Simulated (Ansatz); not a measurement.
**CH6BClSn: small, medium and large basis sets**

One table from this session's results is given with a row withheld; the runs are named, their logs left out.

Method: one geometry, several basis sets; program: Ansatz 0.2.0, Gaussian basis.

The runs, in order: PBE0-D4/def2-SVP; ωB97M-V/def2-SVP; PBE0-D4/def2-QZVPP; ωB97M-V/def2-QZVPP; the functionals' def2-TZVPP values are taken from earlier runs.

## The geometry

The geometry comes from an earlier relaxation with PBE0-D4 in a triple-zeta def2 set; it is a stationary point, not always the lowest conformer. Sn takes the def2 core potential; no spin-orbit term is included.

SMILES `[BH2][SnH2][CH2]Cl`, 10 atoms, charge 0, spin multiplicity 1.

Atoms are counted from 1 here; the program's logs count them from 0.

Bond lengths: B1–Sn2 2.263 Å, B1–H5 1.195 Å, B1–H6 1.195 Å, Sn2–C3 2.213 Å, Sn2–H7 1.714 Å, Sn2–H8 1.714 Å, C3–Cl4 1.821 Å, C3–H9 1.088 Å, C3–H10 1.088 Å. Angles: Sn2–B1–H5 117.8°, Sn2–B1–H6 117.8°, H5–B1–H6 118.5°, B1–Sn2–C3 81.8°, B1–Sn2–H7 123.5°, B1–Sn2–H8 123.6°, C3–Sn2–H7 108.0°, C3–Sn2–H8 108.0°, H7–Sn2–H8 106.3°, Sn2–C3–Cl4 95.2°, Sn2–C3–H9 118.0°, Sn2–C3–H10 118.0°, Cl4–C3–H9 106.3°, Cl4–C3–H10 106.3°, H9–C3–H10 110.4°.

Set-up of the first run:

in.yaml

```yaml
crystal:
  periodic: [false, false, false]
  atoms:
    - {symbol: B, position_ang: [-1.032771, 0.686884, -1.067892]}
    - {symbol: Sn, position_ang: [-0.543009, -1.022494, 0.332580]}
    - {symbol: C, position_ang: [1.290063, 0.178113, 0.643801]}
    - {symbol: Cl, position_ang: [0.813319, 1.508676, -0.504297]}
    - {symbol: H, position_ang: [-0.912410, 0.497672, -2.242079]}
    - {symbol: H, position_ang: [-1.828997, 1.498788, -0.699318]}
    - {symbol: H, position_ang: [-0.071815, -2.580661, -0.203316]}
    - {symbol: H, position_ang: [-1.296542, -1.244827, 1.855684]}
    - {symbol: H, position_ang: [1.433636, 0.648800, 1.614171]}
    - {symbol: H, position_ang: [2.231725, -0.221949, 0.273666]}
basis:
  gaussian: {orbitals: def2-SVP}
hamiltonian: {xc: pbe0, dispersion: d4}
output: {orbitals: {seedname: orbitals}}
```

Steps of the session up to this table: PBE0-D4 in def2-SVP; ωB97M-V in def2-SVP; PBE0-D4 in def2-QZVPP; ωB97M-V in def2-QZVPP.

One of the session's tables, all rows but one given; the rest of the session is left out.

It belongs to the step «Density functionals: the series». 

| functional | basis | HOMO (eV) |
| --- | --- | --- |
| PBE0-D4 | def2-SVP | -7.19 |
| PBE0-D4 | def2-TZVPP | -7.23 |
| PBE0-D4 | def2-QZVPP | ? |
| ωB97M-V | def2-SVP | -9.25 |
| ωB97M-V | def2-TZVPP | -9.33 |
| ωB97M-V | def2-QZVPP | -9.34 |

Q: Estimate the row for PBE0-D4, def2-QZVPP from the others.

The run gave: HOMO (eV): -7.25. In the column «HOMO (eV)» it lies between ωB97M-V, def2-SVP (-9.25) and PBE0-D4, def2-TZVPP (-7.23).
